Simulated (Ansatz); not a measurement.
# Ir (Iridium): how the settings move a single-point run

How sensitive is a single-point run of Ir (Iridium) to its settings? A reference run comes first, then one run with altered input.

The COD entry's cell or inner coordinates are ideal or old and differ from later refinements, so a difference from it is no clean test against experiment.

Computed with Ansatz 0.2.0 (reference: DFT, r2SCAN, PAW with Ansatz's default frozen-core files, scalar-relativistic; levels and slopes on a fine mesh, independent-particle optical spectra, unless a step's input says otherwise).

### 1 The starting structure

It takes space group Fm-3m (No. 225, cubic). Conventional cell: a = 3.846 Å, b = 3.846 Å, c = 3.846 Å, α = 90.00°, β = 90.00°, γ = 90.00°. Around Ir (site symmetry m-3m) lie 12 Ir at 2.72 Å.

Coordinates:

```
CELL_PARAMETERS angstrom
0.00000 1.92279 1.92279
1.92279 0.00000 1.92279
1.92279 1.92279 0.00000
ATOMIC_POSITIONS crystal
Ir 0.00000 0.00000 0.00000
```

### 2 Baseline

File input.yaml:

```yaml
crystal:
  lattice:
    - [0.0, 1.92279411085, 1.92279411085]
    - [1.92279411085, 0.0, 1.92279411085]
    - [1.92279411085, 1.92279411085, 0.0]
  atoms:
    - { symbol: Ir, position: [0.0, 0.0, 0.0] }
kpoints:
  mp_grid: { grid: [14, 14, 14] }
scf:
  occupations: { method: fermi_dirac, width: 0.1 }
hamiltonian:
  xc: r2scan
  pseudopotentials: { kind: paw }
output:
  forces: true
  stress: true
  eigenvalues: true
  eigenstates:
    nscf_kmesh: { grid: [24, 24, 24] }
    de_dk: true
    e_range: [-14, 14]
  optics:
    e_range: [0, 30]
    de: 0.2
    sigma: 0.25
    bands: { spectra_wanted_up_to: 30 }
    nscf_kmesh: { grid: [24, 24, 24] }
    drude_damping: 0.2
checkpoint:
  write: ck
  write_wavefunctions: false
```

Started as:

```
$ ansatz run input.yaml --threads 1 --pin off --max-ram 3072MiB --backend cpu --events-out ev --progress --plain --runs-dir out
```

### 3 Changing settings: xc lda

Edit input.yaml of step 2 so:

```diff
@@ -12,3 +12,3 @@
 hamiltonian:
-  xc: r2scan
+  xc: lda
   pseudopotentials: { kind: paw }
```

**Question.** What will these runs give? Wanted: for each run, ending; energy change; pressure; gap; force.

As calculated:

| run | ending | energy change | pressure (GPa) | gap (eV) | force (eV/Å) | cycles | time |
| --- | --- | --- | --- | --- | --- | --- | --- |
| reference | converged | - | 0.0 | 0.00 | 0.00 | - | 2.4 min |
| 1: xc lda | converged | not comparable | -9.9 | 0.00 | 0.00 | 8 | 1.8 min |

Residual by cycle in the longest SCF loop of each run; runs are numbered as in the table. The quantity is the density residual dr2, in eV.

| cycle | reference | run 1 |
| --- | --- | --- |
| 1 | 0.00781 | 8.2e-4 |
| 2 | 8.2e-4 | 2.0e-4 |
| 3 | 8.3e-5 | 8.0e-6 |
| 4 | 9.8e-7 | 4.7e-7 |
| 5 | 1.1e-7 | 6.9e-8 |
| 6 | 1.2e-8 | 7.5e-10 |
| 7 | 2.8e-10 | 3.7e-11 |
| 8 | 2.9e-12 | 2.3e-13 |

After a change of functional the difference of the totals has no physical meaning; the pressure goes from 0.0 to -9.9 GPa. At this fixed cell a lower pressure means that this functional prefers a smaller volume than the reference.
